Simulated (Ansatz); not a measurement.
## FH6N3Sn, SMILES [NH2][Sn]([NH2])([NH2])[F]: a ladder of methods at one geometry, step by step

Computed with Ansatz 0.2.0 through its Python package.

At the Python prompt:
```pycon
>>> from pathlib import Path
>>> import warnings
>>> import ansatz as az
>>> import numpy as np
>>> warnings.simplefilter("ignore", az.DeckWarning)
>>> geometry_ang = [
...     ("N", [-1.5012, 0.9075, -0.5814]),
...     ("Sn", [0.2996, 0.3198, 0.0487]),
...     ("N", [0.0428, -0.9438, 1.6432]),
...     ("N", [1.331, -0.6633, -1.4841]),
...     ("F", [1.3648, 1.8541, 0.5646]),
...     ("H", [-2.0267, 1.3886, 0.2341]),
...     ("H", [-2.0598, 0.0949, -0.8409]),
...     ("H", [1.0752, -1.165, 1.9834]),
...     ("H", [-0.373, -0.3711, 2.4577]),
...     ("H", [1.2907, -0.0155, -2.268]),
...     ("H", [0.622, -1.4632, -1.7366]),
... ]
>>> fh6n3sn = az.Crystal.molecule()
>>> for symbol, xyz in geometry_ang:
...     fh6n3sn = fh6n3sn.atom(symbol, xyz)
...
>>> calculation = fh6n3sn.calculation().basis(gaussian="def2-SVP")
>>> print("functional    E (Ha)        dipole (D)   HOMO (eV)  LUMO (eV)")
functional    E (Ha)        dipole (D)   HOMO (eV)  LUMO (eV)
>>> for name in ["lda", "b3lyp", "r2scan", "hf", "hse06"]:
...     summary = calculation.functional(name).forces().orbitals().run(threads=1, backend="cpu", runs_dir="runs").report
...     lines = Path(summary["orbitals_path"]).read_text().splitlines()
...     field_of = lambda key: [line.split("=")[1].strip() for line in lines if line.startswith(key)]
...     orbitals = [(27.211386 * float(e), s, float(n)) for e, s, n in zip(field_of("Ene="), field_of("Spin="), field_of("Occup="))]
...     homo = max(e for e, _, n in orbitals if n > 0.5)
...     lumo = min(e for e, _, n in orbitals if n < 0.5)
...     dipole = 4.803205 * np.linalg.norm(summary["charge_distribution"]["dipole_moment_e_ang"])
...     print(f"{name:10s} {summary['free_energy_ev'] / 27.211386246:14.6f} {dipole:9.3f} {homo:11.3f} {lumo:10.3f}")
...
lda           -479.469621     2.856      -6.099     -2.006
b3lyp         -481.885214     2.785      -7.202     -1.188
r2scan        -481.761120     2.799      -6.350     -1.520
hf            -479.418907     2.982     -11.238      2.573
hse06         -481.520296     2.829      -7.107     -1.244
```

Notes:
- Total energies depend on the basis set; only differences at equal settings carry meaning.
- The geometry is a force-field or estimated start, not a minimum of this method, and the basis set is short of its limit. A lower total doesn't mark the better method: functionals have no common bound, and MP2 and coupled cluster aren't variational.
- def2 sets replace the cores of elements past krypton by effective core potentials.
- b3lyp holds the VWN-RPA fit, as in Gaussian; the form of ORCA and Turbomole is b3lyp5.
- Levels such as HOMO and LUMO are orbital energies: with these approximate functionals they aren't the ionisation energy and electron affinity, and their gap isn't the fundamental gap.
- hse06 follows the composition of plane-wave codes, whose totals differ by tens of mHa, up to about 0.1 Ha, from the form usual in Gaussian-basis programs (wpbeh).
- Wall time of the script: 28 s on 1 thread of Arm Neoverse V1 (shared host), peak memory 0.35 GiB.
